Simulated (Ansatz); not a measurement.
# FGe2H5O: the cost of one run

Program: Ansatz 0.2.0. Level of theory: RKS PBE0-D4/def2-SVP. These are calculated values, not measurements.

## (1) The structure to begin with

Bond lengths: Ge1–Ge2 2.400 Å, Ge2–H3 1.550 Å, Ge2–H4 1.550 Å, Ge2–H5 1.550 Å, Ge1–H6 1.550 Å, Ge1–O7 1.769 Å, O7–H8 1.010 Å, Ge1–F9 1.679 Å. Angles: Ge1–Ge2–H3 109.5°, Ge1–Ge2–H4 109.5°, Ge1–Ge2–H5 109.5°, H3–Ge2–H4 109.4°, H3–Ge2–H5 109.4°, H4–Ge2–H5 109.4°, Ge2–Ge1–H6 109.5°, Ge2–Ge1–O7 109.5°, Ge2–Ge1–F9 109.5°, H6–Ge1–O7 109.5°, H6–Ge1–F9 109.5°, O7–Ge1–F9 109.5°, Ge1–O7–H8 109.5°.

As a file:

```xyz
9

Ge    0.0000    0.0000    0.0000
Ge    0.0000    0.0000    2.4000
H    -1.3958   -0.4318    2.9174
H     1.0719   -0.9929    2.9174
H     0.3240    1.4247    2.9174
H     1.4616    0.0000   -0.5162
O    -0.8337    1.4443   -0.5894
H    -1.7915    1.2136   -0.8118
F    -0.7913   -1.3709   -0.5594
```

## (2) Preparing the start

input.yaml

```yaml
crystal:
  periodic: [false, false, false]
  atoms:
    - { symbol: Ge, position_ang: [0.0, 0.0, 0.0] }
    - { symbol: Ge, position_ang: [0.0, 0.0, 2.4] }
    - { symbol: H, position_ang: [-1.3958, -0.4318, 2.9174] }
    - { symbol: H, position_ang: [1.0719, -0.9929, 2.9174] }
    - { symbol: H, position_ang: [0.324, 1.4247, 2.9174] }
    - { symbol: H, position_ang: [1.4616, 0.0, -0.5162] }
    - { symbol: O, position_ang: [-0.8337, 1.4443, -0.5894] }
    - { symbol: H, position_ang: [-1.7915, 1.2136, -0.8118] }
    - { symbol: F, position_ang: [-0.7913, -1.3709, -0.5594] }
basis:
  gaussian: { orbitals: def2-SVP }
hamiltonian:
  xc: pbe0
  dispersion: d4
relax:
  f_tol: 0.02
  max_steps: 40
output:
  orbitals: {}
```

Run with:

```console
ansatz run input.yaml --threads 2 --pin off --max-ram 3072MiB --backend cpu --events-out ev --progress --plain --runs-dir out
```

**Question.** How long does this run take on 2 threads of Arm Neoverse V2, shared host, and how much memory does it need?

About 40 s, with a peak of 0.31 GiB.
